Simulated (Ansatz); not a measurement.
**C2H5NOSi: from a rough start to a minimum**

Aim: relax C2H5NOSi from a cheap starting geometry, check the end point by its vibrations and derive ideal-gas thermochemistry, and look at its orbitals and charge.

The runs use Ansatz 0.2.0, Gaussian basis; RKS PBE0-D4/def2-TZVP.

Plan: relaxation at PBE-D4/def2-SVP; relaxation at PBE0-D4/def2-TZVP; harmonic vibrations at the same level; a single point in def2-TZVPP for the fields.

**1. Starting geometry**

SMILES `OC1N=C1[SiH3]`, 10 atoms, charge 0, spin multiplicity 1.

Atoms are counted from 1 here; the program's logs count them from 0.

Bond lengths: O1–C2 1.361 Å, O1–H6 0.993 Å, C2–N3 1.508 Å, C2–C4 1.423 Å, C2–H7 1.106 Å, N3–C4 1.338 Å, C4–Si5 1.714 Å, Si5–H8 1.455 Å, Si5–H9 1.492 Å, Si5–H10 1.481 Å. Angles: C2–O1–H6 111.9°, O1–C2–N3 110.5°, O1–C2–C4 118.2°, O1–C2–H7 121.4°, N3–C2–C4 54.2°, N3–C2–H7 116.3°, C4–C2–H7 117.0°, C2–N3–C4 59.6°, C2–C4–N3 66.1°, C2–C4–Si5 149.9°, N3–C4–Si5 143.2°, C4–Si5–H8 116.5°, C4–Si5–H9 110.9°, C4–Si5–H10 109.1°, H8–Si5–H9 108.8°, H8–Si5–H10 105.9°, H9–Si5–H10 104.9°.

As a file:

```
atom     x (Å)     y (Å)     z (Å)
  O1  -1.42990   1.64920   0.19890
  C2  -0.43610   0.99200   0.85630
  N3  -0.88490  -0.39490   1.24420
  C4   0.04880  -0.22510   0.30050
 Si5   0.95820  -1.05110  -0.89480
  H6  -2.33030   1.34370   0.48650
  H7   0.22210   1.51340   1.57610
  H8   0.24140  -1.44940  -2.09630
  H9   1.63050  -2.25120  -0.31710
 H10   2.06330  -0.17770  -1.35150
```

The start is a force-field geometry with small random shifts, so a cheaper pass at PBE-D4/def2-SVP comes first.

**2. Geometry optimisation, PBE-D4/def2-SVP (cheap first pass)**

Contents of in.yaml:

```yaml
crystal:
  periodic: [false, false, false]
  atoms:
    - {symbol: O, position_ang: [-1.429900, 1.649200, 0.198900]}
    - {symbol: C, position_ang: [-0.436100, 0.992000, 0.856300]}
    - {symbol: N, position_ang: [-0.884900, -0.394900, 1.244200]}
    - {symbol: C, position_ang: [0.048800, -0.225100, 0.300500]}
    - {symbol: Si, position_ang: [0.958200, -1.051100, -0.894800]}
    - {symbol: H, position_ang: [-2.330300, 1.343700, 0.486500]}
    - {symbol: H, position_ang: [0.222100, 1.513400, 1.576100]}
    - {symbol: H, position_ang: [0.241400, -1.449400, -2.096300]}
    - {symbol: H, position_ang: [1.630500, -2.251200, -0.317100]}
    - {symbol: H, position_ang: [2.063300, -0.177700, -1.351500]}
basis:
  gaussian: {orbitals: def2-SVP}
hamiltonian: {xc: pbe, dispersion: d4}
relax: {f_tol: 0.03, max_steps: 200}
```

Command:

```
$ ansatz run in.yaml --threads 4 --pin off --events-out ev --progress --plain --max-ram 10444MiB
```

What it wrote, cut to the lines that bear on the results:

```text
Functional definition: PBE
  name "PBE"
  cite "Perdew, Burke & Ernzerhof, Phys. Rev. Lett. 77, 3865 (1996) doi:10.1103/PhysRevLett.77.3865"
  parent pbe
[...]
1117 factors; their error is unknown
[...]
mean field -13549.58731120 eV, -497.9381494465 hartree, gradient 4.3e-5 eV, S^2 0.000000; 0 other end points of the search recorded, 0 dependent functions left out
[...]
reference -13549.58734495 eV, -497.9381506867 hartree; 23, 23 occupied and 76, 76 virtual orbitals, 1117 factors
relax step   1: F+E_penalty+E_count = -13549.78742522 eV  Δ(F+E_penalty+E_count) = +0.000e0 eV  max|allowed force component| = 3.616e0 eV/Å  Δτ_max = 0.0000 Å  (28 SCF iters, accepted)
[...]
relax step   5: F+E_penalty+E_count = -13550.44791049 eV  Δ(F+E_penalty+E_count) = -5.588e-3 eV  max|allowed force component| = 1.564e-1 eV/Å  Δτ_max = 0.0505 Å  (31 SCF iters, accepted)
[...]
relax step   9: F+E_penalty+E_count = -13550.49902307 eV  Δ(F+E_penalty+E_count) = -3.025e-2 eV  max|allowed force component| = 1.326e-1 eV/Å  Δτ_max = 0.1500 Å  (37 SCF iters, accepted)
[...]
relax step  13: F+E_penalty+E_count = -13550.50534690 eV  Δ(F+E_penalty+E_count) = -1.914e-3 eV  max|allowed force component| = 3.514e-2 eV/Å  Δτ_max = 0.0256 Å  (31 SCF iters, accepted)
[...]
relax step  17: F+E_penalty+E_count = -13550.50756854 eV  Δ(F+E_penalty+E_count) = -4.329e-4 eV  max|allowed force component| = 3.026e-2 eV/Å  Δτ_max = 0.0340 Å  (31 SCF iters, accepted)
[...]
relax step  18: F+E_penalty+E_count = -13550.50772951 eV  Δ(F+E_penalty+E_count) = -1.610e-4 eV  max|allowed force component| = 2.829e-2 eV/Å  Δτ_max = 0.0455 Å  (30 SCF iters, accepted)
1117 factors; their error is unknown
[...]
mean field -13550.31506116 eV, -497.9648937642 hartree, gradient 1.7e-5 eV, S^2 0.000000; 1 other end points of the search recorded, 0 dependent functions left out
[...]
reference -13550.31509523 eV, -497.9648950162 hartree; 23, 23 occupied and 76, 76 virtual orbitals, 1117 factors
Total energy: -13550.50776358 eV, -497.9719754476 hartree
Atom 0 at    -1.800427     1.279385     0.176553 Å, force     0.028290    -0.010902    -0.007759 eV/Å
Atom 1 at    -0.602054     0.960885     0.795574 Å, force    -0.011967     0.017977     0.008308 eV/Å
Atom 2 at    -0.467196    -0.390575     1.457847 Å, force     0.010404     0.013688    -0.024558 eV/Å
Atom 3 at     0.124892    -0.212198     0.330264 Å, force    -0.023535    -0.003220     0.013978 eV/Å
Atom 4 at     1.121712    -1.140920    -0.963601 Å, force     0.022483     0.007151    -0.002956 eV/Å
Atom 5 at    -2.363593     1.734034     0.831036 Å, force     0.002993    -0.002360     0.014913 eV/Å
Atom 6 at    -0.073954     1.804751     1.286575 Å, force    -0.010932    -0.018812    -0.011504 eV/Å
Atom 7 at     0.337159    -1.146289    -2.244495 Å, force     0.004658    -0.008444     0.020278 eV/Å
Atom 8 at     1.394314    -2.540108    -0.491271 Å, force    -0.012752     0.009508    -0.011074 eV/Å
Atom 9 at     2.412247    -0.400065    -1.175683 Å, force    -0.009642    -0.004586     0.000374 eV/Å
Dipole moment:     0.117818     0.226843    -0.079799 e Å
```

Run time: 32 s. Hardware: 4 threads of Arm Neoverse N1, shared host.

Along the way: (the energy doesn't fall at every step)

```
step  energy from step 1 (eV)  largest force component (eV/Å)
   1                   0.0000                          3.6158
   2                  -0.5114                          1.9512
   3                  -0.6478                          0.2989
   4                  -0.6549                          0.0963
   5                  -0.6605                          0.1564
   6                  -0.6246                          1.5475
   7                  -0.6764                          0.1824
   8                  -0.6814                          0.7462
   9                  -0.7116                          0.1326
  10                  -0.6374                          1.6671
  11                  -0.7160                          0.1401
  12                  -0.7156                          0.1366
  13                  -0.7179                          0.0351
  14                  -0.7190                          0.1436
  15                  -0.7188                          0.1261
  16                  -0.7197                          0.0134
  17                  -0.7201                          0.0303
  18                  -0.7203                          0.0283
```

The force was under the threshold of 0.03 eV/Å already at step 16, but the program went on to step 18.

Close pairs (by a distance rule), those that changed most:

```
   bond  before (Å)  after (Å)  change (Å)
 C4–Si5       1.714      1.879      +0.165
  N3–C4       1.338      1.286      -0.052
 Si5–H8       1.455      1.502      +0.047
  C2–C4       1.423      1.456      +0.033
  O1–C2       1.361      1.386      +0.025
Si5–H10       1.481      1.503      +0.022
  O1–H6       0.993      0.976      -0.018
 Si5–H9       1.492      1.502      +0.010
```

**3. Geometry optimisation, PBE0-D4/def2-TZVP**

Contents of in.yaml:

```yaml
crystal:
  periodic: [false, false, false]
  atoms:
    - {symbol: O, position_ang: [-1.800427, 1.279385, 0.176553]}
    - {symbol: C, position_ang: [-0.602054, 0.960885, 0.795574]}
    - {symbol: N, position_ang: [-0.467196, -0.390575, 1.457847]}
    - {symbol: C, position_ang: [0.124892, -0.212198, 0.330264]}
    - {symbol: Si, position_ang: [1.121712, -1.140920, -0.963601]}
    - {symbol: H, position_ang: [-2.363593, 1.734034, 0.831036]}
    - {symbol: H, position_ang: [-0.073954, 1.804751, 1.286575]}
    - {symbol: H, position_ang: [0.337159, -1.146289, -2.244495]}
    - {symbol: H, position_ang: [1.394314, -2.540108, -0.491271]}
    - {symbol: H, position_ang: [2.412247, -0.400065, -1.175683]}
basis:
  gaussian: {orbitals: def2-TZVP}
hamiltonian: {xc: pbe0, dispersion: d4}
relax: {f_tol: 0.005, max_steps: 150}
```

The command is unchanged.

What it wrote, cut to the lines that bear on the results:

```text
Functional definition: PBE0
  name "PBE0"
  cite "Adamo & Barone, J. Chem. Phys. 110, 6158 (1999) doi:10.1063/1.478522"
  cite "Perdew, Burke & Ernzerhof, Phys. Rev. Lett. 77, 3865 (1996) doi:10.1103/PhysRevLett.77.3865"
  parent pbe
[...]
1154 factors; their error is unknown
[...]
mean field -13560.43816065 eV, -498.3369108089 hartree, gradient 2.8e-5 eV, S^2 0.000000; 0 other end points of the search recorded, 0 dependent functions left out
[...]
reference -13560.43819362 eV, -498.3369120205 hartree; 23, 23 occupied and 168, 168 virtual orbitals, 1154 factors
relax step   1: F+E_penalty+E_count = -13560.60062845 eV  Δ(F+E_penalty+E_count) = +0.000e0 eV  max|allowed force component| = 1.337e0 eV/Å  Δτ_max = 0.0000 Å  (29 SCF iters, accepted)
[...]
Atom 0 at    -1.777925     1.291699     0.179645 Å, force     0.001753    -0.001533    -0.001851 eV/Å
Atom 1 at    -0.577901     0.968632     0.782901 Å, force    -0.000060     0.000845    -0.000096 eV/Å
Atom 2 at    -0.454057    -0.358026     1.429915 Å, force    -0.000188    -0.000940     0.003093 eV/Å
Atom 3 at     0.126353    -0.200031     0.316238 Å, force    -0.001544     0.000018    -0.002813 eV/Å
Atom 4 at     1.113272    -1.133373    -0.957822 Å, force     0.000748     0.001103     0.000524 eV/Å
Atom 5 at    -2.376834     1.638845     0.847949 Å, force    -0.000470     0.000921     0.001960 eV/Å
Atom 6 at    -0.058418     1.799859     1.255423 Å, force    -0.000673     0.000430    -0.000183 eV/Å
Atom 7 at     0.345279    -1.121121    -2.225070 Å, force     0.000252    -0.000300     0.000020 eV/Å
Atom 8 at     1.343284    -2.518950    -0.485548 Å, force    -0.000552    -0.000264    -0.000436 eV/Å
Atom 9 at     2.400047    -0.418633    -1.140834 Å, force     0.000735    -0.000279    -0.000219 eV/Å
Dipole moment:     0.171366     0.175007    -0.081858 e Å
```

Wall time 45 s (4 threads of Arm Neoverse N1, shared host).

Along the way:

```
step  energy from step 1 (eV)  largest force component (eV/Å)
   1                   0.0000                          1.3371
   2                  -0.0475                          0.4760
   3                  -0.0542                          0.1051
   4                  -0.0544                          0.1075
   5                  -0.0551                          0.0316
   6                  -0.0553                          0.0422
   7                  -0.0554                          0.0268
   8                  -0.0555                          0.0071
   9                  -0.0555                          0.0031
```

Distances of close pairs at the start and the end, largest changes first:

```
   bond  before (Å)  after (Å)  change (Å)
  C2–N3       1.511      1.481      -0.030
  C2–H7       1.110      1.088      -0.022
  N3–C4       1.286      1.266      -0.020
 Si5–H8       1.502      1.482      -0.020
 Si5–H9       1.502      1.482      -0.020
Si5–H10       1.503      1.483      -0.020
 C4–Si5       1.879      1.862      -0.017
  C2–C4       1.456      1.442      -0.014
```

Mulliken charges at the end point, from the run's report:

```
atom  value (e)
  O1      -0.41
  C2      -0.03
  N3      -0.16
  C4       0.00
 Si5       0.18
  H6       0.32
  H7       0.10
  H8       0.00
  H9       0.00
 H10      -0.01
```

**4. Vibrations by finite differences**

Contents of in.yaml:

```yaml
crystal:
  periodic: [false, false, false]
  atoms:
    - {symbol: O, position_ang: [-1.777925, 1.291699, 0.179645]}
    - {symbol: C, position_ang: [-0.577901, 0.968632, 0.782901]}
    - {symbol: N, position_ang: [-0.454057, -0.358026, 1.429915]}
    - {symbol: C, position_ang: [0.126353, -0.200031, 0.316238]}
    - {symbol: Si, position_ang: [1.113272, -1.133373, -0.957822]}
    - {symbol: H, position_ang: [-2.376834, 1.638845, 0.847949]}
    - {symbol: H, position_ang: [-0.058418, 1.799859, 1.255423]}
    - {symbol: H, position_ang: [0.345279, -1.121121, -2.225070]}
    - {symbol: H, position_ang: [1.343284, -2.518950, -0.485548]}
    - {symbol: H, position_ang: [2.400047, -0.418633, -1.140834]}
basis:
  gaussian: {orbitals: def2-TZVP}
hamiltonian: {xc: pbe0, dispersion: d4}
phonons: {temperatures: {t_min: 298.15, t_max: 900, t_step: 200}}
```

Same command.

What it wrote, cut to the lines that bear on the results:

```text
Functional definition: PBE0
  name "PBE0"
  cite "Adamo & Barone, J. Chem. Phys. 110, 6158 (1999) doi:10.1063/1.478522"
  cite "Perdew, Burke & Ernzerhof, Phys. Rev. Lett. 77, 3865 (1996) doi:10.1103/PhysRevLett.77.3865"
  parent pbe
[...]
1154 factors; their error is unknown
[...]
mean field -13560.49246149 eV, -498.3389063280 hartree, gradient 2.6e-5 eV, S^2 0.000000; 0 other end points of the search recorded, 0 dependent functions left out
[...]
reference -13560.49249432 eV, -498.3389075344 hartree; 23, 23 occupied and 168, 168 virtual orbitals, 1154 factors
[...]
1154 factors; their error is unknown
mean field -13560.49229508 eV, -498.3389002124 hartree, gradient 2.5e-6 eV, S^2 0.000000; 0 other end points of the search recorded, 0 dependent functions left out
[...]
reference -13560.49232792 eV, -498.3389014191 hartree; 23, 23 occupied and 168, 168 virtual orbitals, 1154 factors
[...]
Atom 2 at    -0.454057    -0.358026     1.429915 Å, force    -0.000217    -0.000948     0.003139 eV/Å
Atom 3 at     0.126353    -0.200031     0.316238 Å, force    -0.001521     0.000013    -0.002866 eV/Å
Atom 4 at     1.113272    -1.133373    -0.957822 Å, force     0.000756     0.001090     0.000538 eV/Å
Atom 5 at    -2.376834     1.638845     0.847949 Å, force    -0.000476     0.000926     0.001963 eV/Å
Atom 6 at    -0.058418     1.799859     1.255423 Å, force    -0.000683     0.000416    -0.000187 eV/Å
Atom 7 at     0.345279    -1.121121    -2.225070 Å, force     0.000245    -0.000297     0.000014 eV/Å
Atom 8 at     1.343284    -2.518950    -0.485548 Å, force    -0.000553    -0.000257    -0.000440 eV/Å
Atom 9 at     2.400047    -0.418633    -1.140834 Å, force     0.000737    -0.000278    -0.000219 eV/Å
Dipole moment:     0.171366     0.175007    -0.081859 e Å
Vibrations: 87.29 138.98 210.82 247.32 439.23 503.44 546.82 651.15 700.85 896.92 916.65 936.02 938.48 1023.75 1090.21 1207.24 1329.55 1411.21 1762.51 2243.95 2254.13 2260.97 3129.40 3837.48 cm⁻¹, zero-point energy 1.783164 eV
```

It took 3.2 min on 4 threads of Arm Neoverse N1, shared host.

Motions are named by where the mode's potential energy lies. Wavenumbers, unscaled:

```
mode  cm⁻¹                  motion
   1    87                 torsion
   2   139       bend with torsion
   3   211       torsion with bend
   4   247                 torsion
   5   439  bend with Si–C stretch
   6   503                    bend
   7   547  bend with Si–C stretch
   8   651                    bend
   9   701                    bend
  10   897                    bend
  11   917                    bend
  12   936       bend with torsion
  13   938       bend with torsion
  14  1024       torsion with bend
  15  1090             C–O stretch
  16  1207                    bend
  17  1330                    bend
  18  1411                    bend
  19  1763             C–N stretch
  20  2244            Si–H stretch
  21  2254            Si–H stretch
  22  2261            Si–H stretch
  23  3129             C–H stretch
  24  3837             O–H stretch
```

From these modes and the moments of inertia (298.15 K, 1 bar, symmetry number 1):

```
                term            value
   zero-point energy    41.1 kcal/mol
          H(298) − E    45.8 kcal/mol
entropy, translation  164.6 J/(mol K)
   entropy, rotation  110.3 J/(mol K)
  entropy, vibration   57.6 J/(mol K)
      entropy, total  332.5 J/(mol K)
```

**5. Orbitals, density and potential**

Edit in.yaml of step 4 so:

```diff
@@ -14,4 +14,4 @@
 basis:
-  gaussian: {orbitals: def2-TZVP}
+  gaussian: {orbitals: def2-TZVPP}
 hamiltonian: {xc: pbe0, dispersion: d4}
-phonons: {temperatures: {t_min: 298.15, t_max: 900, t_step: 200}}
+output: {orbitals: {seedname: orbitals}}
```

The command is unchanged.

What it wrote:

```text
Functional definition: PBE0
  name "PBE0"
  cite "Adamo & Barone, J. Chem. Phys. 110, 6158 (1999) doi:10.1063/1.478522"
  cite "Perdew, Burke & Ernzerhof, Phys. Rev. Lett. 77, 3865 (1996) doi:10.1103/PhysRevLett.77.3865"
  parent pbe
  parameter a = 0.25
  parameter kappa = 0.804
  parameter beta = 0.06672455060314922
  exchange = (1 - a)*pbe_x(kappa = kappa, mu = beta*pi^2/3) + a*exact_x
  correlation = pbe_c(beta = beta)
1252 factors; their error is unknown
mean field evaluation 1: about -13555.0655 eV, gradient 5.3e1 eV
mean field evaluation 2: about -13550.8703 eV, gradient 7.0e1 eV
mean field evaluation 4: about -13560.4541 eV, gradient 6.3e0 eV
mean field evaluation 8: about -13560.5558 eV, gradient 5.2e-1 eV
mean field evaluation 16: about -13560.5561 eV, gradient 3.9e-5 eV
mean field -13560.55614473 eV, -498.3412466436 hartree, gradient 3.9e-5 eV, S^2 0.000000; 0 other end points of the search recorded, 0 dependent functions left out
reference -13560.55617736 eV, -498.3412478428 hartree; 23, 23 occupied and 213, 213 virtual orbitals, 1252 factors
Total energy: -13560.71980652 eV, -498.3472611038 hartree
```

Run time: 3.9 s. Hardware: 4 threads of Arm Neoverse N1, shared host.

Orbitals, density, ELF and potential are computed afterwards from the orbital file.

Frontier orbitals at PBE0-D4/def2-TZVPP, with the share of their density that lies nearest to each atom:

```
orbital  energy (eV)                    lies on
 HOMO-1        -8.77  O1 49 %; H7 15 %; N3 14 %
   HOMO        -7.39  N3 35 %; C2 24 %; C4 14 %
   LUMO        -1.19  C4 39 %; N3 36 %; Si5 7 %
```

ELF in a plane through or near 6 of the atoms.

Values, 10 rows by 14 columns:
```
0.00 0.00 0.00 0.00 0.00 0.00 0.00 0.00 0.00 0.00 0.00 0.00 0.00 0.00
0.00 0.00 0.00 0.00 0.00 0.00 0.00 0.00 0.00 0.00 0.00 0.00 0.00 0.00
0.00 0.00 0.00 0.00 0.00 0.00 0.03 0.07 0.01 0.01 0.01 0.00 0.00 0.00
0.00 0.00 0.01 0.06 0.12 0.07 0.33 0.45 0.11 0.48 0.29 0.00 0.00 0.00
0.00 0.00 0.04 0.32 0.23 0.26 0.83 0.40 0.32 0.70 0.15 0.00 0.00 0.00
0.00 0.00 0.04 0.26 0.69 0.55 0.90 0.70 0.47 0.81 0.58 0.63 0.03 0.00
0.00 0.00 0.01 0.47 0.98 0.93 0.17 0.08 0.32 0.51 0.80 0.66 0.03 0.00
0.00 0.00 0.01 0.91 1.00 1.00 0.26 0.00 0.32 0.71 0.27 0.02 0.00 0.00
0.00 0.00 0.00 0.25 0.91 0.83 0.06 0.00 0.01 0.04 0.01 0.00 0.00 0.00
0.00 0.00 0.00 0.00 0.00 0.00 0.00 0.00 0.00 0.00 0.00 0.00 0.00 0.00
```
The map spans 11.0 Å across and 8.4 Å up, centred on the molecule. Atoms in the plane (x, y in Å): O1 (2.0, -0.9), C2 (1.3, 0.3), C4 (-0.1, 0.3), Si5 (-1.8, -0.1), H6 (2.9, -0.7), H8 (-1.9, -1.6).

log10 of the density (e/Å³) in the same plane.

Ten even steps from '0' (-4.0) to '9' (1.8):
```
0000000000000000000000000000
0000000000000000000000000000
0000000000000000000000000000
0000000000011111111100000000
0000011121122223222221000000
0000122333333444444332100000
0001223444444555555442100000
0011234555555666666543210000
0012345566666776776643210000
0012345679767877886654321000
0012345689866666677765432100
0011245567665555678876532100
0001234566654444578876532100
0001234567654333567765431000
0000134566543223455544320000
0000123444432212334332100000
0000012333322101122221000000
0000001122211000000000000000
0000000011000000000000000000
0000000000000000000000000000
```
The map spans 11.0 Å across and 8.4 Å up, centred on the molecule. Atoms in the plane (x, y in Å): O1 (2.0, -0.9), C2 (1.3, 0.3), C4 (-0.1, 0.3), Si5 (-1.8, -0.1), H6 (2.9, -0.7), H8 (-1.9, -1.6).

On the surface of density 0.002 e/bohr³ the electrostatic potential runs, from the 1st to the 99th percentile, from -1.43 V near N3 to 1.99 V near H6.

**6. Summary of results**

```
                  quantity            value
               point group               C1
                     steps           18 + 9
shift from the start (rms)          0.394 Å
              total energy   -13560.6561 eV
           dispersion term         -164 meV
             dipole moment           1.24 D
lowest, highest wavenumber    87, 3837 cm⁻¹
         zero-point energy    41.1 kcal/mol
       entropy at 298.15 K  332.5 J/(mol K)
                HOMO, LUMO  -7.39, -1.19 eV
```

In words: The relaxed geometry lies 0.39 Å (rms) from the start; the bond that changed most is C4–Si5, from 1.714 to 1.862 Å. No mode is imaginary: a true minimum at this level. The stiffest mode, 3837 cm⁻¹, is an O–H stretch, and 2 modes under 200 cm⁻¹ make the vibrational entropy uncertain. Harmonic hybrid wavenumbers usually lie a few per cent above measured fundamentals. The largest Mulliken charge, -0.41 e, sits on O1. The HOMO lies mostly on N3 35 %; C2 24 % and the LUMO on C4 39 %; N3 36 %.
